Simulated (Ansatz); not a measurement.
# ZrB2: response to strain

Aim: deform ZrB2 (equal xx and yy strain of +1 %) and compute stress, forces and field gradients with LAPW, PAW and all-electron datasets made for the crystal.

Program: Ansatz 0.2.0. Level of theory: DFT LDA, scalar-relativistic. These are calculated values, not measurements.

### Step 1. The starting structure

Symmetry: P6/mmm, No. 191, hexagonal system. The conventional cell has a = 3.165 Å, b = 3.165 Å, c = 3.520 Å, α = 90.00°, β = 90.00°, γ = 120.00°. Around Zr (site symmetry 6/mmm) lie 12 B at 2.54 Å. B (site symmetry -6m2) has 3 B at 1.83 Å and 6 Zr at 2.54 Å in its first shell of neighbours.

Coordinates:

```
CELL_PARAMETERS angstrom
3.16500 0.00000 0.00000
-1.58250 2.74097 0.00000
0.00000 0.00000 3.52000
ATOMIC_POSITIONS crystal
Zr 0.00000 0.00000 0.00000
B 0.33333 0.66667 0.50000
B 0.66667 0.33333 0.50000
```

Atoms are numbered in the order of the input: Zr1, B2, B3.

### Step 2. The deformed structure

Space group P6/mmm before, P6/mmm after.

### Step 3. All-electron LAPW

Input file input.yaml:

```yaml
crystal:
  lattice:
    - [3.1966498238, 0.0, 0.0]
    - [-1.5983249119, 2.7683799544, 0.0]
    - [0.0, 0.0, 3.52]
  atoms:
    - { symbol: Zr, position: [0.0, 0.0, 0.0] }
    - { symbol: B, position: [0.3333333333, 0.6666666667, 0.5] }
    - { symbol: B, position: [0.6666666667, 0.3333333333, 0.5] }
kpoints:
  mp_grid: { grid: [13, 13, 10] }
  band_path:
    path:
      - [0.0, 0.0, 0.0]
      - [0.5, 0.0, 0.0]
      - [0.3333333333, 0.3333333333, 0.0]
      - [0.0, 0.0, 0.0]
      - [0.0, 0.0, 0.5]
      - [0.5, 0.0, 0.5]
      - [0.3333333333, 0.3333333333, 0.5]
      - [0.0, 0.0, 0.5]
      - [0.5, 0.0, 0.5]
    npoints: 5
scf:
  occupations: { method: fermi_dirac, width: 0.03 }
hamiltonian:
  xc: lda
  pseudopotentials: { kind: all_electron, lapw: { basis_error: 0.001 } }
output:
  forces: true
  stress: true
  eigenvalues: true
```

The run is started by

```console
$ ansatz run input.yaml --threads 1 --pin off --max-ram 4096MiB --backend cpu --events-out ev --progress --plain --runs-dir out
```

### Step 4. PAW with frozen cores

Input file input.yaml:

```yaml
crystal:
  lattice:
    - [3.1966498238, 0.0, 0.0]
    - [-1.5983249119, 2.7683799544, 0.0]
    - [0.0, 0.0, 3.52]
  atoms:
    - { symbol: Zr, position: [0.0, 0.0, 0.0] }
    - { symbol: B, position: [0.3333333333, 0.6666666667, 0.5] }
    - { symbol: B, position: [0.6666666667, 0.3333333333, 0.5] }
kpoints:
  mp_grid: { grid: [13, 13, 10] }
scf:
  occupations: { method: fermi_dirac, width: 0.03 }
hamiltonian:
  xc: lda
  pseudopotentials: { kind: paw }
output:
  forces: true
  stress: true
  eigenvalues: true
  efg: { contact_densities: true }
  write_density: true
  write_potential: true
  elf: true
  volumetric_format: npy
```

### Step 5. All-electron PAW on datasets made for the crystal

Changes to input.yaml since step 4:

```diff
@@ -15,3 +15,3 @@
   xc: lda
-  pseudopotentials: { kind: paw }
+  pseudopotentials: { kind: all_electron, datasets: crystal }
 output:
@@ -21,5 +21 @@
   efg: { contact_densities: true }
-  write_density: true
-  write_potential: true
-  elf: true
-  volumetric_format: npy
```

(Steps that only read results are left out.)

Before running it: what results should come out? Wanted: pressure; largest shear or deviatoric stress.

**Answer**, as computed:

```
                                 quantity                                                 value
                                 pressure  LAPW -11.83, PAW -11.83, crystal datasets -11.83 GPa
largest shear or deviatoric stress (LAPW)                                              3.24 GPa
```

The largest part of the stress beyond the pressure is 3.24 GPa in size, in the zz component; the atoms are carried along and not relaxed. No run of the undeformed cell stands beside it, so pressure and stress hold what the given cell had before the change, as far as its symmetry allows. PAW: stress within 0.04 GPa of LAPW. Crystal datasets: stress within 0.01 GPa of LAPW.
